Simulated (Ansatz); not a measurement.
# GdBi3Cl4O4: the cost of one run

Method: DFT PBEsol+U (U_eff = 7 eV on Gd 4f), scalar-relativistic, plane waves, PAW, in Ansatz 0.2.0.

1 further run of the same task is left out (set aside as unsound or not needed). Runs told in other sessions of the task aren't counted.

## (1) Starting point

The structure is orthorhombic, space group Pmm2 (No. 25). Conventional cell: a = 3.713 Å, b = 7.424 Å, c = 6.255 Å, α = 90.00°, β = 90.00°, γ = 90.00°. Cl (site symmetry mm2) is surrounded by 1 Gd at 2.85 Å and 4 Bi at 2.90 Å. Cl (site symmetry mm2) is surrounded by 5 Bi at 2.82 to 2.89 Å. Cl (site symmetry m) has 3 Bi at 2.85 to 2.90 Å and 2 Gd at 2.89 Å and 1 O at 2.91 Å in its first shell of neighbours. Gd (site symmetry mm2) has 4 O at 2.09 to 2.11 Å and 5 Cl at 2.85 to 2.89 Å in its first shell of neighbours. Around Bi (site symmetry mm2) lie 4 O at 2.17 to 2.20 Å and 5 Cl at 2.82 to 2.90 Å. Bi (site symmetry m) is surrounded by 4 O at 2.17 to 2.18 Å and 5 Cl at 2.85 to 2.90 Å. O (site symmetry mm2) is surrounded by 2 Gd at 2.11 Å and 2 Bi at 2.17 Å. O (site symmetry mm2) is surrounded by 4 Bi at 2.17 to 2.18 Å. Only part of the 9 independent sites is listed.

As a file:

```
CELL_PARAMETERS angstrom
3.71314 0.00000 0.00000
0.00000 7.42403 0.00000
0.00000 0.00000 6.25490
ATOMIC_POSITIONS crystal
Cl 0.00000 0.00000 0.37678
Cl 0.00000 0.50000 0.36811
Cl 0.50000 0.75483 0.63169
Cl 0.50000 0.24517 0.63169
Gd 0.00000 0.00000 0.83290
Bi 0.00000 0.50000 0.81933
Bi 0.50000 0.75191 0.17650
Bi 0.50000 0.24809 0.17650
O 0.50000 0.00000 0.99420
O 0.50000 0.50000 0.99871
O 0.00000 0.75510 0.99679
O 0.00000 0.24490 0.99679
```

Starting moments: Gd 7.54 μB.

## (2) The first run (PBEsol+U, 6×4×4 mesh)

input.yaml reads:

```yaml
crystal:
  lattice:
    - [3.7131353292, 0.0, 0.0]
    - [0.0, 7.4240298981, 0.0]
    - [0.0, 0.0, 6.2548971941]
  atoms:
    - { symbol: Cl, position: [0.0, 0.0, 0.3767818783] }
    - { symbol: Cl, position: [0.0, 0.5, 0.3681060239] }
    - { symbol: Cl, position: [0.5, 0.7548271605, 0.6316929445] }
    - { symbol: Cl, position: [0.5, 0.2451728395, 0.6316929445] }
    - { symbol: Gd, position: [0.0, 0.0, 0.8329000013], spin: 7.54 }
    - { symbol: Bi, position: [0.0, 0.5, 0.8193337241] }
    - { symbol: Bi, position: [0.5, 0.7519070962, 0.1765049922] }
    - { symbol: Bi, position: [0.5, 0.2480929038, 0.1765049922] }
    - { symbol: O, position: [0.5, 0.0, 0.9942013291] }
    - { symbol: O, position: [0.5, 0.5, 0.9987066794] }
    - { symbol: O, position: [0.0, 0.7551014744, 0.9967867453] }
    - { symbol: O, position: [0.0, 0.2448985256, 0.9967867453] }
basis:
  ecutwfc: 420
kpoints:
  mp_grid: { grid: [6, 4, 4] }
hamiltonian:
  xc: pbesol
  hubbard: { sites: [{ species: Gd, l: f, u_eff: 7.0 }] }
scf:
  occupations: { method: gaussian, width: 0.1 }
  lower_state_search: "off"
output:
  forces: true
  stress: true
  eigenvalues: true
  populations: true
  hubbard: { sites: [{ species: Gd, l: f }] }
magnetization:
  spin_polarized: true
```

On the command line:

```bash
ansatz run input.yaml --threads 8 --pin off --max-ram 14336MiB --backend cpu --events-out ev --progress --plain --runs-dir out
```

What time and memory should one allow on 8 threads of Arm Neoverse V1, shared host?

About 28 s, with a peak of 1.3 GiB.
